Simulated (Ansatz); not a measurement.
**GeF+ (singlet): wave-function methods side by side at distance Ge1–F2 = 1.334 Å, cc-pVDZ**

The task here is to estimate one member of a computed series from the others.

Program: Ansatz 0.2.0, Gaussian basis. Level of theory: cc-pVDZ, core rule «outside noble gas», up to 15 orbitals frozen. These are calculated values, not measurements.

To be run: UHF; CCSD(T) on RHF; BCCD(T) on RHF; CISD; CCSDT(Q) on RHF; CCSDTQ on RHF; CASSCF and MRCISD+Q, 2 electrons in 2 orbitals; CASSCF and NEVPT2, 2 electrons in 2 orbitals.

41 further runs of the same task are left out: 18 for a known fault of the program, 20 that didn't finish, 3 set aside as unsound or not needed.

### The geometry

The geometry derives from a PBE0/def2-TZVP stationary point (not a proven minimum). One bond is set to the value named and the two fragments are kept rigid. No spin-orbit coupling is included. The filled d shell of Ge may be among the frozen orbitals whatever the setting's name suggests; the logs give the count.

2 atoms, charge 1, spin multiplicity 1.

Atoms are counted from 1 here; the program's logs count them from 0.

Bond lengths: Ge1–F2 1.334 Å.

The first run:

Input file in.yaml:

```yaml
crystal:
  periodic: [false, false, false]
  atoms:
    - {symbol: Ge, position_ang: [0.000000, 0.000000, 0.000000]}
    - {symbol: F, position_ang: [0.000000, 0.000000, 1.334000]}
basis:
  gaussian: {orbitals: cc-pVDZ}
total_charge: 1
magnetization: {spin_polarized: true, initial_magnetization: 0}
hamiltonian: {xc: hf}
output: {orbitals: {seedname: orbitals}}
```

On the command line:

```
> ansatz run in.yaml --threads 1 --pin off --events-out ev --progress --plain --max-ram 2393MiB
```

Among the steps run: UHF; CCSD(T) on RHF; BCCD(T) on RHF; CISD; CCSDT(Q) on RHF; CCSDTQ on RHF; CASSCF and MRCISD+Q, 2 electrons in 2 orbitals; CASSCF and NEVPT2, 2 electrons in 2 orbitals.

One table of the session follows, with a row left open; its other results are not shown here.

| method | from RCCSDTQ (kcal/mol) |
| --- | --- |
| RHF | +157.46 |
| RMP2 | +10.40 |
| RCCSD | +3.20 |
| RCCSD(T) | ? |
| BCCD(T) | +0.33 |
| RCCSDT | +0.26 |
| RCCSDT(Q) | -0.02 |
| RCCSDTQ | 0 |
| CASSCF pair | +147.88 |
| NEVPT2 pair | +10.80 |
| MRCISD pair | +9.97 |
| MRCISD+Q pair | +1.78 |

Estimate the missing values for RCCSD(T).

As computed: from RCCSDTQ (kcal/mol): +0.42. In the column «from RCCSDTQ (kcal/mol)» it lies between BCCD(T) (+0.33) and MRCISD+Q pair (+1.78).

Not comparable, so not listed: CISD (they don't share determinant, frozen orbitals or solution with the rows shown, or repeat one).
